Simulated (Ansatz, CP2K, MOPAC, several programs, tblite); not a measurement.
Energy against volume for KZnI₃ in the cubic perovskite structure, at fixed shape and fractional coordinates, computed by several methods (PBE and r2SCAN, where shown, with plane waves in Ansatz); the cell shown is that of r2SCAN. It is cubic, Pm-3m (No. 221); conventional cell a = 5.699 Å, 37.02 Å³ an atom. K is surrounded by 12 I at 4.03 Å; Zn is surrounded by 6 I at 2.85 Å; I is surrounded by 2 Zn at 2.85 Å and 4 K at 4.03 Å. The structure was generated, not taken from experiment, and needn't be the ground state; spin polarisation is off. Energies count from each curve's lowest point; fits are third-order Birch-Murnaghan.

Space group Pm-3m (No. 221). a = 5.699 Å, b = 5.699 Å, c = 5.699 Å, α = 90.00°, β = 90.00°, γ = 90.00°
```tsv
atom	site	symmetry	x	y	z
K	1a	m-3m	0.0000	0.0000	0.0000
Zn	1b	m-3m	0.5000	0.5000	0.5000
I	3c	4/mm.m	0.5000	0.5000	0.0000
```

**Question.** PBE/DZVP (CP2K), on the shape of the cell shown, gives
```csv
V (Å³/atom),E (meV/atom)
32.580,83.36
34.801,27.57
37.023,4.04
39.244,0.00
41.465,11.12
```
What equilibrium volume and bulk modulus follow?

**Answer.** V₀ = 38.54 Å³ an atom and B₀ = 20 GPa.

PBE, on the shape of its own relaxed cell:
```tsv
V (Å³/atom)	E (meV/atom)
35.771	10.50
36.913	2.58
38.055	0.00
39.196	1.93
40.338	7.63
```
V₀ = 38.10 Å³ an atom and B₀ = 21 GPa.

GFN1-xTB (tblite), on the shape of the cell shown, as a cluster of 40 atoms at the zone centre:
```tsv
V (Å³/atom)	E (meV/atom)
32.580	81.78
34.801	22.06
37.023	0.00
39.244	4.30
41.465	27.07
```
V₀ = 37.68 Å³ an atom and B₀ = 29 GPa.

light PBE (260 eV, its own mesh), on the shape of the cell shown:

| V (Å³/atom) | E (meV/atom) |
| --- | --- |
| 34.061 | 56.85 |
| 35.542 | 55.69 |
| 37.023 | 65.88 |
| 38.504 | 0.00 |
| 39.985 | 15.94 |
| 41.465 | 37.91 |

The points scatter about a smooth fit, as a low cutoff and a light mesh can make them, so no fit is quoted.

**Question.** PM7 (MOPAC), on the shape of the cell shown, as a cluster of 40 atoms at the zone centre, gives

| V (Å³/atom) | E (meV/atom) |
| --- | --- |
| 32.580 | 216.30 |
| 34.801 | 78.35 |
| 37.023 | 12.45 |
| 39.244 | 0.00 |
| 41.465 | 27.45 |

What equilibrium volume and bulk modulus follow?

**Answer.** V₀ = 38.73 Å³ an atom and B₀ = 53 GPa.
